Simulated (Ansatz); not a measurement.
# W8S15N (Tungstenite): the cost of one run

Computed with Ansatz 0.2.0 (DFT, PBE, plane-wave PAW, default files, scalar-relativistic, as far as a step names no other, unless a step's input says otherwise).

The COD entry's cell or inner coordinates are ideal or old and differ from later refinements, so a difference from it is no clean test against experiment.

### Step 1. The structure to begin with

It takes space group P1 (No. 1, triclinic). Conventional cell: a = 6.360 Å, b = 6.360 Å, c = 12.500 Å, α = 90.00°, β = 90.00°, γ = 120.00°. W (site symmetry 1) is surrounded by 6 S at 2.41 Å. Around W (site symmetry 1) lie 1 N at 2.35 Å and 5 S at 2.41 Å. Around W (site symmetry 1) lie 1 N at 2.31 Å and 5 S at 2.41 Å. Around W (site symmetry 1) lie 5 S at 2.41 Å and 1 N at 2.44 Å. Only part of the 24 independent sites is listed.

Structure file:

```
CELL_PARAMETERS angstrom
6.36000 0.00000 0.00000
-3.18000 5.50792 0.00000
0.00000 0.00000 12.50000
ATOMIC_POSITIONS crystal
W 0.16667 0.33333 0.25000
W 0.16667 0.83333 0.25000
W 0.66667 0.33333 0.25000
W 0.66667 0.83333 0.25000
W 0.33333 0.16667 0.75000
W 0.33333 0.66667 0.75000
W 0.83333 0.16667 0.75000
W 0.83333 0.66667 0.75000
N 0.18385 0.34591 0.63054
S 0.16667 0.83333 0.62500
S 0.66667 0.33333 0.62500
S 0.66667 0.83333 0.62500
S 0.33333 0.16667 0.12500
S 0.33333 0.66667 0.12500
S 0.83333 0.16667 0.12500
S 0.83333 0.66667 0.12500
S 0.16667 0.33333 0.87500
S 0.16667 0.83333 0.87500
S 0.66667 0.33333 0.87500
S 0.66667 0.83333 0.87500
S 0.33333 0.16667 0.37500
S 0.33333 0.66667 0.37500
S 0.83333 0.16667 0.37500
S 0.83333 0.66667 0.37500
```

Atom 9 of the input is the impurity.

### Step 2. Relaxing the atoms in the given cell

The input, input.yaml:

```yaml
crystal:
  lattice:
    - [6.36, 0.0, 0.0]
    - [-3.18, 5.507921568, 0.0]
    - [0.0, 0.0, 12.5]
  atoms:
    - { symbol: W, position: [0.1666666666, 0.3333333334, 0.25] }
    - { symbol: W, position: [0.1666666666, 0.8333333334, 0.25] }
    - { symbol: W, position: [0.6666666666, 0.3333333334, 0.25] }
    - { symbol: W, position: [0.6666666666, 0.8333333334, 0.25] }
    - { symbol: W, position: [0.3333333334, 0.1666666666, 0.75] }
    - { symbol: W, position: [0.3333333334, 0.6666666666, 0.75] }
    - { symbol: W, position: [0.8333333334, 0.1666666666, 0.75] }
    - { symbol: W, position: [0.8333333334, 0.6666666666, 0.75] }
    - { symbol: "N", position: [0.1838493761, 0.3459119497, 0.6305425626], spin: 1.0 }
    - { symbol: S, position: [0.1666666666, 0.8333333334, 0.625] }
    - { symbol: S, position: [0.6666666666, 0.3333333334, 0.625] }
    - { symbol: S, position: [0.6666666666, 0.8333333334, 0.625] }
    - { symbol: S, position: [0.3333333334, 0.1666666666, 0.125] }
    - { symbol: S, position: [0.3333333334, 0.6666666666, 0.125] }
    - { symbol: S, position: [0.8333333334, 0.1666666666, 0.125] }
    - { symbol: S, position: [0.8333333334, 0.6666666666, 0.125] }
    - { symbol: S, position: [0.1666666666, 0.3333333334, 0.875] }
    - { symbol: S, position: [0.1666666666, 0.8333333334, 0.875] }
    - { symbol: S, position: [0.6666666666, 0.3333333334, 0.875] }
    - { symbol: S, position: [0.6666666666, 0.8333333334, 0.875] }
    - { symbol: S, position: [0.3333333334, 0.1666666666, 0.375] }
    - { symbol: S, position: [0.3333333334, 0.6666666666, 0.375] }
    - { symbol: S, position: [0.8333333334, 0.1666666666, 0.375] }
    - { symbol: S, position: [0.8333333334, 0.6666666666, 0.375] }
magnetization:
  spin_polarized: true
kpoints:
  mp_grid: { grid: [4, 4, 2] }
scf:
  occupations: { method: fermi_dirac, width: 0.01 }
hamiltonian:
  xc: pbe
  pseudopotentials: { kind: paw }
output:
  forces: true
  stress: true
  populations: true
  efg:
    quadrupole_moments_barn: { "N": 0.02044, S: -0.0694 }
    contact_densities: true
relax:
  f_tol: 0.03
  max_steps: 40
```

Started as:

```console
> ansatz run input.yaml --threads 4 --pin off --max-ram 8192MiB --backend cpu --events-out ev --progress --plain --runs-dir out
```

Q: Estimate wall time and peak memory on 4 threads of Arm Neoverse V1, shared host.

About 9.9 min, with a peak of 2.8 GiB.
